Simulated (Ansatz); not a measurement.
# Sn4CO5: the cost of one run

Program: Ansatz 0.2.0. Level of theory: DFT PBE+D3(BJ), scalar-relativistic, plane waves, PAW. These are calculated values, not measurements.

5 further runs of the same task are left out: 5 set aside as unsound or not needed.

## 1. The starting structure

The structure is tetragonal, space group P4/nmm (No. 129). The conventional cell has a = 3.836 Å, b = 3.836 Å, c = 4.761 Å, α = 90.00°, β = 90.00°, γ = 90.00°. Sn (site symmetry 4mm) has 4 O at 2.24 Å as nearest neighbours. Around O (site symmetry -4m2) lie 4 Sn at 2.24 Å.

Coordinates:

```
Sn O
1.0
     3.83637    0.00000    0.00000
     0.00000    3.83637    0.00000
     0.00000    0.00000    4.76051
Sn O
2 2
Cartesian
  0.0000 1.9182 1.1580
  1.9182 0.0000 3.6025
  0.0000 0.0000 0.0000
  1.9182 1.9182 0.0000
```

This cell was relaxed beforehand with the same method: volume 17.52 Å³/atom, gap on the mesh none (metal).

## 2. The grid

Atoms count from 1 in the order of the input.

CO (O end down) is moved over the surface cell at a fixed height above a rigid substrate; the origin of the map has the adsorbate above O8; the height is held at 4.00 Å.

The axes are (1) position of O9 along the first surface vector, from above O8: 4 values from 0.00 to 0.75, periodic; (2) position of O9 along the second surface vector, from above O8: 4 values from 0.00 to 0.75, periodic.

Nothing else is relaxed. Points are written as (first, second).

The two vectors of the plane (Å): (3.836, 0.000, 0.000); (0.000, 6.114, 0.000).

## 3. The run at (0/4, 0/4) of the map's two axes

The cell repeats along c, and a dipole correction in the vacuum removes the field between the copies.

Contents of input.yaml:

```yaml
crystal:
  lattice:
    - [3.8363721002, 0.0, 0.0]
    - [0.0, 6.1139356385, 0.0]
    - [0.0, 0.0, 23.5716647163]
  atoms:
    - { symbol: O, position: [0.0, 0.3937311023, 0.1696952696] }
    - { symbol: Sn, position: [0.5, 0.2462583299, 0.2005207369] }
    - { symbol: Sn, position: [0.0, 0.7380694259, 0.202232421] }
    - { symbol: O, position: [0.5, 0.5905966535, 0.2330578883] }
    - { symbol: O, position: [0.0, 0.7891442537, 0.2961091552] }
    - { symbol: Sn, position: [0.5, 0.6484830666, 0.3298598441] }
    - { symbol: Sn, position: [0.0, 0.1189669685, 0.3265941606] }
    - { symbol: O, position: [0.5, 0.9914786425, 0.3572791662] }
    - { symbol: O, position: [0.5, 0.9914786425, 0.5269744359] }
    - { symbol: C, position: [0.5, 0.9914786425, 0.5757618259] }
basis:
  ecutwfc: 420
kpoints:
  mp_grid: { grid: [7, 5, 1] }
hamiltonian:
  xc: pbe
  pseudopotentials: { kind: paw, azcp: { folder: soft_1 } }
  dispersion: d3bj
scf:
  occupations: { method: gaussian, width: 0.1 }
output:
  forces: true
  eigenvalues: true
  write_density: true
  write_potential: true
  elf: true
  volumetric_format: npy
efield:
  axis: 3
  dipole_correction: true
  ramp_width: 0.04
```

Run with:

```console
$ ansatz run input.yaml --threads 2 --pin off --max-ram 6144MiB --backend cpu --events-out ev --progress --plain --runs-dir out
```

What time and memory should one allow on 2 threads of Arm Neoverse V2, shared host?

About 31 s, with a peak of 0.81 GiB.
